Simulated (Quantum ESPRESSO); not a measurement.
Cu:

```
CELL_PARAMETERS angstrom
-1.37500 1.37500 1.37500
1.37500 -1.37500 1.37500
1.37500 1.37500 -1.37500
ATOMIC_POSITIONS crystal
Cu 0.00000 0.00000 0.00000
```

The cell was built by a generator and needn't be a form met in nature.

Base run:

- Program: Quantum ESPRESSO 7.5
- Functional: PBEsol
- Potentials or basis: GBRV 1.5 PBEsol
- Cutoff: 762 eV
- Density cutoff: 6095 eV
- k mesh: 18 × 18 × 18
- Occupations: methfessel-paxton, width 0.1 eV
- Spin: no spin polarisation

Its results: band gap on the k mesh none (metal or under the smearing width); pressure 18.4 GPa.

Question: The run is repeated on the same cell with these changes: functional from PBEsol to LDA; potentials or basis from GBRV 1.5 PBEsol to GBRV 1.5 LDA. What comes out?

Answer: Band gap on the k mesh none (metal or under the smearing width); pressure 10.8 GPa.

Caveats: so large a pressure means that the cell lies far from this level's equilibrium, or that cutoff or potentials fall short (some runs).

Not every run made on this cell is shown here.
